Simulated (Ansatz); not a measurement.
The same calculation of LuSnPd, space group P-62m as a Python script and as an input file (Ansatz 0.2.0, Python API).

Run as a notebook:

**Cell 1**
```python
import ansatz
import numpy as np
```

**Cell 2**
```python
settings = {
    "crystal": {
        "lattice": [[7.50697, 0.0, 0.0], [-3.753485, 6.501227, 0.0], [0.0, 0.0, 3.828586]],
        "atoms": [
            {"symbol": "Lu", "position": [0.401763, 0.401763, 0.5]},
            {"symbol": "Lu", "position": [0.598237, 0.0, 0.5]},
            {"symbol": "Lu", "position": [0.0, 0.598237, 0.5]},
            {"symbol": "Sn", "position": [0.735387, 0.735387, 0.0]},
            {"symbol": "Sn", "position": [0.264613, 0.0, 0.0]},
            {"symbol": "Sn", "position": [0.0, 0.264613, 0.0]},
            {"symbol": "Pd", "position": [0.666667, 0.333333, 0.0]},
            {"symbol": "Pd", "position": [0.333333, 0.666667, 0.0]},
            {"symbol": "Pd", "position": [0.0, 0.0, 0.5]},
        ],
    },
    "kpoints": {"mp_grid": {"grid": [4, 4, 6]}},
    "hamiltonian": {"xc": "lda"},
    "scf": {
        "occupations": {"method": "gaussian", "width": 0.15},
        "lower_state_search": "standard",
    },
    "basis": {"ecutwfc": "31 Ry"},
    "output": {"forces": True, "stress": True, "eigenvalues": True},
}
```

**Cell 3**
```python
planned = ansatz.Session.from_dict(settings).plan(threads=1, pin="off")
done = planned.execute()
summary = done.report
```
Output:
```text
DeckWarning: the atoms were moved onto the symmetric positions of the space group found under crystal.symmetry.tolerance 1.0e-5 (fractional; no operation is sought that the atoms, as they stand in a [...]
```

**Cell 4**
```python
sorted(key for key in summary if key.endswith("_ev"))
```
Output:
```text
['eigenvalues_ev', 'energy_sigma0_ev', 'entropy_ts_ev', 'fermi_energy_ev', 'free_energy_ev',
 'gap_by_band_count_ev', 'harris_foulkes_ev', 'internal_energy_ev', 'lagrangian_above_aufbau_ev',
 'lagrangian_ev', 'lagrangian_sigma0_ev', 'loop_fermi_energy_ev', 'occupations_fermi_energy_ev',
 'residual_norms_ev']
```

**Cell 5**
```python
summary["n_electrons"]
```
Output:
```text
171.0
```

**Cell 6**
```python
print("%-22s %14.5f eV" % ("F = E - TS", summary["free_energy_ev"]))
print("%-22s %14.5f eV" % ("E", summary["internal_energy_ev"]))
print("%-22s %14.5f eV" % ("Harris-Foulkes", summary["harris_foulkes_ev"]))
print("%-22s %14.5f eV" % ("Fermi level", summary["fermi_energy_ev"]))
```
Output:
```text
F = E - TS               -81659.69141 eV
E                        -81659.66049 eV
Harris-Foulkes           -81659.69141 eV
Fermi level                  16.12136 eV
```

**Cell 7**
```python
print("band  energy (eV)  occupation, at k =", summary["kpoints_frac"][0])
for band, (e, occ) in enumerate(zip(summary["eigenvalues_ev"][0], summary["occupations"][0]), start=1):
    print(f"{band:4d} {e:12.4f} {occ:9.4f}")
```
Output:
```text
band  energy (eV)  occupation, at k = [0.0, 0.0, 0.0]
   1     -68.8930    2.0000
   2     -68.6177    2.0000
   3     -68.6177    2.0000
   4     -40.3014    2.0000
   5     -40.2998    2.0000
   6     -40.2998    2.0000
   7     -34.7270    2.0000
   8     -34.6696    2.0000
   9     -34.6696    2.0000
  10     -34.4182    2.0000
  11     -34.4182    2.0000
  12     -34.4177    2.0000
  13     -34.4177    2.0000
  14     -34.3763    2.0000
  15     -34.3761    2.0000
  16     -11.0578    2.0000
  17     -11.0578    2.0000
  18     -11.0342    2.0000
  19     -10.9855    2.0000
  20     -10.9699    2.0000
  21     -10.9668    2.0000
  22     -10.9668    2.0000
  23     -10.9112    2.0000
  24     -10.9112    2.0000
  25      -5.1490    2.0000
  26      -5.1347    2.0000
  27      -5.1205    2.0000
  28      -5.1205    2.0000
  29      -5.1181    2.0000
  30      -5.1181    2.0000
  31      -5.0811    2.0000
  32      -5.0729    2.0000
  33      -5.0729    2.0000
  34      -5.0672    2.0000
  35      -5.0672    2.0000
  36      -5.0594    2.0000
  37      -5.0537    2.0000
  38      -5.0537    2.0000
  39      -5.0283    2.0000
  40       5.8587    2.0000
  41       8.1449    2.0000
  42       8.1449    2.0000
  43      10.3895    2.0000
  44      10.8414    2.0000
  45      10.8484    2.0000
  46      10.8484    2.0000
  47      10.8608    2.0000
  48      10.8608    2.0000
  49      10.8688    2.0000
  50      10.8709    2.0000
  51      10.8709    2.0000
  52      10.8710    2.0000
  53      10.8792    2.0000
  54      10.8792    2.0000
  55      10.8865    2.0000
  56      10.8936    2.0000
  57      10.8936    2.0000
  58      10.8973    2.0000
  59      10.9003    2.0000
  60      10.9003    2.0000
  61      10.9003    2.0000
  62      10.9010    2.0000
  63      10.9010    2.0000
  64      10.9037    2.0000
  65      11.3426    2.0000
  66      11.3426    2.0000
  67      12.0208    2.0000
  68      12.1137    2.0000
  69      12.1137    2.0000
  70      12.1209    2.0000
  71      12.1209    2.0000
  72      12.4483    2.0000
  73      12.5340    2.0000
  74      12.7274    2.0000
  75      12.7274    2.0000
  76      12.8061    2.0000
  77      13.0398    2.0000
  78      13.0398    2.0000
  79      13.0538    2.0000
  80      13.0538    2.0000
  81      13.2472    2.0000
  82      13.2472    2.0000
  83      16.3303    0.0488
  84      16.3303    0.0488
  85      16.7852    0.0000
  86      16.8108    0.0000
  87      17.6789    0.0000
  88      17.7713    0.0000
  89      17.7713    0.0000
  90      17.9102    0.0000
  91      17.9102    0.0000
  92      18.0059    0.0000
  93      18.3380    0.0000
  94      18.7072    0.0000
  95      19.9215    0.0000
  96      19.9215    0.0000
  97      20.1050    0.0000
  98      20.1050    0.0000
  99      20.1628    0.0000
 100      20.8311    0.0000
 101      20.8311    0.0000
 102      22.0536    0.0000
 103      22.0536    0.0000
```

**Cell 8**
```python
gap = None if "band_edges_ev" not in summary else summary["band_edges_ev"][1] - summary["band_edges_ev"][0]
print("gap on the k mesh:", "withheld (metal, or smearing too wide to tell)" if gap is None else f"{gap:.3f} eV")
print("lowest empty less highest filled band, by band count:", round(summary["gap_by_band_count_ev"], 3), "eV")
```
Output:
```text
gap on the k mesh: withheld (metal, or smearing too wide to tell)
lowest empty less highest filled band, by band count: -2.128 eV
```

**Cell 9**
```python
# forces, one row an atom
forces = np.array(summary["forces_ev_ang"])
norms = np.linalg.norm(forces, axis=1)
print("largest force {:.4f} eV/A on atom {}".format(norms.max(), norms.argmax()))
print(np.array2string(forces, precision=4, suppress_small=True))
```
Output:
```text
largest force 0.0138 eV/A on atom 1
[[ 0.0069  0.0119  0.    ]
 [-0.0138  0.      0.    ]
 [ 0.0069 -0.0119  0.    ]
 [ 0.0029  0.0051  0.    ]
 [-0.0059  0.      0.    ]
 [ 0.0029 -0.0051  0.    ]
 [ 0.      0.      0.    ]
 [ 0.      0.      0.    ]
 [-0.      0.      0.    ]]
```

`input.yaml`:
```yaml
crystal:
  lattice:
    - [7.50697, 0.0, 0.0]
    - [-3.753485, 6.501227, 0.0]
    - [0.0, 0.0, 3.828586]
  atoms:
    - { symbol: Lu, position: [0.401763, 0.401763, 0.5] }
    - { symbol: Lu, position: [0.598237, 0.0, 0.5] }
    - { symbol: Lu, position: [0.0, 0.598237, 0.5] }
    - { symbol: Sn, position: [0.735387, 0.735387, 0.0] }
    - { symbol: Sn, position: [0.264613, 0.0, 0.0] }
    - { symbol: Sn, position: [0.0, 0.264613, 0.0] }
    - { symbol: Pd, position: [0.666667, 0.333333, 0.0] }
    - { symbol: Pd, position: [0.333333, 0.666667, 0.0] }
    - { symbol: Pd, position: [0.0, 0.0, 0.5] }
kpoints:
  mp_grid:
    grid: [4, 4, 6]
hamiltonian:
  xc: lda
scf:
  occupations:
    method: gaussian
    width: 0.15
  lower_state_search: standard
basis:
  ecutwfc: "31 Ry"
output:
  forces: true
  stress: true
  eigenvalues: true
```

Reading the output:
- The settings weren't tested for convergence.
- The computed bands are complete only to about 5.2 eV above the Fermi level.
- The mesh is modest for a metal, so energies can be off by several to tens of meV an atom and pressures by half a GPa or more; differences at equal mesh fare better.
- An absolute Fermi energy rests on an arbitrary zero of the periodic potential and has no direct meaning.
- A gap by band count of zero or less means overlapping bands, a metal, and at an odd count of electrons it is no gap at all.
- At these settings the cell as given stands under about -6 GPa, so it isn't at this functional's equilibrium volume.
- This cell is a computed structure, which may not be the phase found in nature.
- Gaps and levels are Kohn-Sham values on a finite set of k-points, without spin-orbit coupling.
- Warnings are shown shortened and without file and line.
- It ran for 68 s on 1 thread of Arm Neoverse N1, on a shared host, peak memory 0.61 GiB.

(Lines on the test bed's own set-up are left out of the output.)
